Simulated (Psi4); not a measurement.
**GaNH4 (SMILES [NH2][GaH2]): CCSD(T)/aug-cc-pVDZ**

What is the energy change on altering one bond length of GaNH4 at CCSD(T)/aug-cc-pVDZ? 

The calculation is run with Psi4 1.11.

## Step 1: Starting point

GaNH4 has 6 atoms, charge 0, and is taken as a singlet. SMILES: `[NH2][GaH2]`. Geometry: a GFN2-xTB relaxation, a rough one for these elements and not checked as a minimum.

Bond lengths: N1–Ga2 1.802 Å, N1–H3 1.013 Å, N1–H4 1.014 Å, Ga2–H5 1.547 Å, Ga2–H6 1.547 Å. Angles: N1–Ga2–H5 119.1°, N1–Ga2–H6 119.1°, Ga2–N1–H3 125.9°, Ga2–N1–H4 125.7°, H5–Ga2–H6 121.8°, H3–N1–H4 108.5°.

## Step 2: A single-point energy at CCSD(T)/aug-cc-pVDZ

File gah4n.in:

```
memory 1600 MB

molecule {
  0 1
  N
  Ga 1 r2
  H 1 r3 2 a3
  H 1 r4 3 a4 2 d4
  H 2 r5 1 a5 3 d5
  H 2 r6 5 a6 1 d6

  r2 = 1.801563
  r3 = 1.01339
  a3 = 125.86379
  r4 = 1.014063
  a4 = 108.45349
  d4 = -179.83083
  r5 = 1.547438
  a5 = 119.13432
  d5 = 0.33675
  r6 = 1.547377
  a6 = 121.77938
  d6 = 179.94573
  units angstrom
  symmetry c1
  no_reorient
  no_com
}

set {
  puream true
  e_convergence 1e-09
  d_convergence 1e-08
  scf_type pk
  num_frozen_docc 10
}

e, wfn = energy("ccsd(t)/aug-cc-pVDZ", return_wfn=True)
```

Run with:

```console
psi4 -n 1 gah4n.in gah4n.out
```

gah4n.out, cut to the lines that bear on the results:

```text
[...]
  Running in c1 symmetry.
[...]
  Nuclear repulsion =  108.900089645734766
[...]
  Multiplicity = 1
[...]
  Nalpha       = 21
  Nbeta        = 21
[...]
    Number of basis functions: 95
[...]
   @RHF iter   1: -1979.24603980534516   -4.03240e+00   1.23863e-02 DIIS/ADIIS
[...]
   @RHF iter  11: -1980.00579595595082   -2.72848e-12   2.69094e-09 DIIS
[...]
    Orbital Energies [Eh]
    ---------------------
    Doubly Occupied:
       1A   -378.859523     2A    -48.206126     3A    -42.536541
       4A    -42.533605     5A    -42.533225     6A    -15.541859
       7A     -6.409764     8A     -4.505015     9A     -4.499525
      10A     -4.499153    11A     -1.218634    12A     -1.206118
      13A     -1.206039    14A     -1.203909    15A     -1.202207
      16A     -1.094416    17A     -0.632243    18A     -0.620985
      19A     -0.486680    20A     -0.422542    21A     -0.395011
[...]
  @RHF Final Energy: -1980.00579595595082
   => Energetics <=
    Nuclear Repulsion Energy =            108.9000896457347665
    One-Electron Energy =               -2978.1855313880919311
    Two-Electron Energy =                 889.2796457864066042
    Total Energy =                      -1980.0057959559508163
[...]
 Multipole Moments:
 ------------------------------------------------------------------------------------
     Multipole            Electronic (a.u.)      Nuclear  (a.u.)        Total (a.u.)
 ------------------------------------------------------------------------------------
 L = 1.  Multiply by 2.5417464519 to convert [e a0] to [Debye]
 Dipole X            :         -0.0031933            0.0039663            0.0007730
 Dipole Y            :          0.0024997           -0.0028964           -0.0003967
 Dipole Z            :          3.6588661           -3.9899692           -0.3311031
 Magnitude           :                                                    0.3311043
[...]
      * MP2 total energy                      = -1980.295260142335110
[...]
      * CCSD total energy                     = -1980.321737905984492
[...]
      * CCSD(T) total energy                  = -1980.331861264439567
[...]
```

Wall time 72 s (1 thread of Intel Xeon Platinum 8259CL at 2.50GHz (Skylake/Cascade Lake), shared host); peak memory 0.68 GiB.

## Step 3: The distorted shape, same level

File job.inp:

```
memory 1600 mb

molecule molecule1 {
  0 1
  N     -0.45511786    -2.45006583     1.32069368
  Ga    -0.41794695     0.95032626     1.15849849
  H      0.05979471    -3.64596011    -0.08359959
  H     -0.99098750    -3.49094587     2.83780361
  H      0.88562015     2.89732809    -2.54969408
  H     -1.25405627     2.49419471     3.49684560
  units bohr
  symmetry c1
}

set basis aug-cc-pVDZ
set puream true
set e_convergence 1e-09
set d_convergence 1e-08
set scf_type pk
set num_frozen_docc 10

e, wfn = energy("ccsd(t)", return_wfn=True)
```

Run with:

```console
psi4 -i job.inp -o job.out -n 1
```

job.out, cut to the lines that bear on the results:

```text
[...]
  Running in c1 symmetry.
[...]
  Nuclear repulsion =  105.038527479313800
[...]
  Multiplicity = 1
[...]
  Nalpha       = 21
  Nbeta        = 21
[...]
    Number of basis functions: 95
[...]
   @RHF iter   1: -1979.03967831231171   -4.12482e+00   1.22758e-02 DIIS/ADIIS
[...]
   @RHF iter  11: -1979.93915018690745   -2.27374e-11   4.50371e-09 DIIS
[...]
    Orbital Energies [Eh]
    ---------------------
    Doubly Occupied:
       1A   -378.905156     2A    -48.248911     3A    -42.579380
       4A    -42.577337     5A    -42.576058     6A    -15.560222
       7A     -6.450279     8A     -4.545320     9A     -4.540082
      10A     -4.539741    11A     -1.256435    12A     -1.245957
      13A     -1.245941    14A     -1.244136    15A     -1.240635
      16A     -1.113333    17A     -0.648638    18A     -0.624483
      19A     -0.490346    20A     -0.412637    21A     -0.352742
[...]
  @RHF Final Energy: -1979.93915018690745
   => Energetics <=
    Nuclear Repulsion Energy =            105.0385274793137995
    One-Electron Energy =               -2969.1598227632939597
    Two-Electron Energy =                 884.1821450970727483
    Total Energy =                      -1979.9391501869072272
[...]
 Multipole Moments:
 ------------------------------------------------------------------------------------
     Multipole            Electronic (a.u.)      Nuclear  (a.u.)        Total (a.u.)
 ------------------------------------------------------------------------------------
 L = 1.  Multiply by 2.5417464519 to convert [e a0] to [Debye]
 Dipole X            :         -0.4221331            0.1822053           -0.2399278
 Dipole Y            :          2.9603696           -3.6519312           -0.6915616
 Dipole Z            :          1.1308814           -0.4402622            0.6906192
 Magnitude           :                                                    1.0063685
[...]
      * MP2 total energy                      = -1980.229518166428761
[...]
      * CCSD total energy                     = -1980.261276830015959
[...]
      * CCSD(T) total energy                  = -1980.272258674449176
[...]
```

Wall time 74 s (1 thread of Intel Xeon Platinum 8259CL at 2.50GHz (Skylake/Cascade Lake), shared host); peak memory 0.68 GiB.

## Step 4: What came out

At CCSD(T)/aug-cc-pVDZ, 10 core orbitals frozen:

| quantity | value |
| --- | --- |
| first shape: total energy | -1980.33186 Eh |
| first shape: HOMO energy (Hartree–Fock orbitals) | -10.75 eV |
| first shape: LUMO energy (Hartree–Fock orbitals) | 0.83 eV |
| first shape: HOMO–LUMO gap (Hartree–Fock orbitals) | 11.58 eV |
| first shape: correlation energy (10 core orbitals frozen) | -326.1 mEh |
| first shape: (T) correction | -10.12 mEh |
| first shape: T1 diagnostic | 0.012 |
| distorted shape: total energy | -1980.27226 Eh |
| distorted shape: HOMO energy (Hartree–Fock orbitals) | -9.60 eV |
| distorted shape: LUMO energy (Hartree–Fock orbitals) | 0.75 eV |
| distorted shape: HOMO–LUMO gap (Hartree–Fock orbitals) | 10.35 eV |
| distorted shape: correlation energy (10 core orbitals frozen) | -333.1 mEh |
| distorted shape: (T) correction | -10.98 mEh |
| distorted shape: T1 diagnostic | 0.014 |
| energy change with the Ga2–H5 bond stretched from 1.547 to 2.321 Å | 1.622 eV |

In words: With the Ga2–H5 bond stretched from 1.547 to 2.321 Å the energy rises by 1.62 eV (156 kJ/mol). The first shape isn't relaxed at this level, so the change isn't measured from a minimum. The triples (first shape) make up 3.1 % of the correlation energy. The triples (distorted shape) make up 3.3 % of the correlation energy.
